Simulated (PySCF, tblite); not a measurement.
**C₄H₇FGeO₂: geometry, infrared bands and NMR shifts**

Wanted: the infrared bands and NMR shifts of C₄H₇FGeO₂ (`C=CO[C](=O)[GeH2][CH2]F`), by calculation.

The runs use tblite 0.8.0 and PySCF 2.14.0, with density-fitted response routines of our own; the level of theory stands in each step. All values are computed, except where a source is named. Atoms are numbered from 0 throughout.

## 1. The starting structure

15 atoms, charge 0, multiplicity 1; geometry from: force field or distance geometry start.

Bonds of the start (Å): C0–C1 1.33, C1–O2 1.38, O2–C3 1.40, C3–O4 1.26, C3–Ge5 1.92, Ge5–C6 1.94, C6–F7 1.39, C0–H8 1.08, C0–H9 1.09, C1–H10 1.09, Ge5–H11 1.54, Ge5–H12 1.55, C6–H13 1.11, C6–H14 1.11.

## 2. Relaxing the molecule with GFN2-xTB

What the job is given:

```
{"job": {"kind": "relax", "xc": "GFN2-xTB", "basis": "xTB"}, "charge": 0, "multiplicity": 1}
C      2.861200     0.891400     1.225300
C      2.255100    -0.013400     0.457400
O      0.913900     0.106000     0.160700
C      0.214300    -0.803800    -0.643700
O      0.799900    -1.807700    -1.133200
Ge    -1.648300    -0.525300    -1.007600
C     -2.463100     0.414500     0.485200
F     -2.329500    -0.344300     1.639400
H      3.907900     0.797500     1.471000
H      2.289100     1.737400     1.612600
H      2.835300    -0.857300     0.093600
H     -1.790600     0.327000    -2.288000
H     -2.352800    -1.888900    -1.197200
H     -3.534900     0.578100     0.271400
H     -1.961900     1.396900     0.636800
```

Run with:

```console
$ OMP_NUM_THREADS=1 python probes_run.py task.json out
```

One launch serves the whole session: the jobs run in the order shown.

**Question.** This job is followed by: GFN2-xTB harmonic vibrations, gas phase; GIAO PBE0/pcSseg-1 NMR shielding, non-relativistic, gas phase. What will the session give for the following? strongest single infrared mode (GFN2-xTB); zero-point energy (GFN2-xTB); ¹³C shifts against TMS (PBE0/pcSseg-1); ¹H shifts against TMS (PBE0/pcSseg-1, means over atoms taken as alike); ¹⁷O shifts against H2O (PBE0/pcSseg-1); ⁷³Ge shifts against GeMe4 (PBE0/pcSseg-1); ¹⁹F shifts against CFCl3 (PBE0/pcSseg-1).

**Answer**, as computed:

```
                                                              quantity                             value
                             strongest single infrared mode (GFN2-xTB)             2033 cm⁻¹, 446 km/mol
                                          zero-point energy (GFN2-xTB)                     60.9 kcal/mol
                                ¹³C shifts against TMS (PBE0/pcSseg-1)     178.5, 147.1, 103.3, 82.2 ppm
¹H shifts against TMS (PBE0/pcSseg-1, means over atoms taken as alike)  8.06, 5.47, 5.27, 5.01, 4.31 ppm
                                ¹⁷O shifts against H2O (PBE0/pcSseg-1)                  502.4, 284.6 ppm
                             ⁷³Ge shifts against GeMe4 (PBE0/pcSseg-1)                          -195 ppm
                              ¹⁹F shifts against CFCl3 (PBE0/pcSseg-1)                        -289.9 ppm
```

**Reading.** Over 75 steps the energy fell by 0.478 eV; of the close pairs, C3–Ge5 changed most, 1.918 to 1.990 Å. All 39 modes are real, so the xTB geometry is a minimum. The strongest single mode, at 2033 cm⁻¹, moves mainly H12. Unscaled tight-binding wavenumbers are off by several per cent, some by more. Its intensities can rank the bands wrongly. At PBE0/pcSseg-1: Shielding is most anisotropic at O4 (span 806 ppm, paramagnetic term -570 ppm). Spin-orbit coupling is left out, which matters for shieldings and couplings at and beside the heavy atoms.
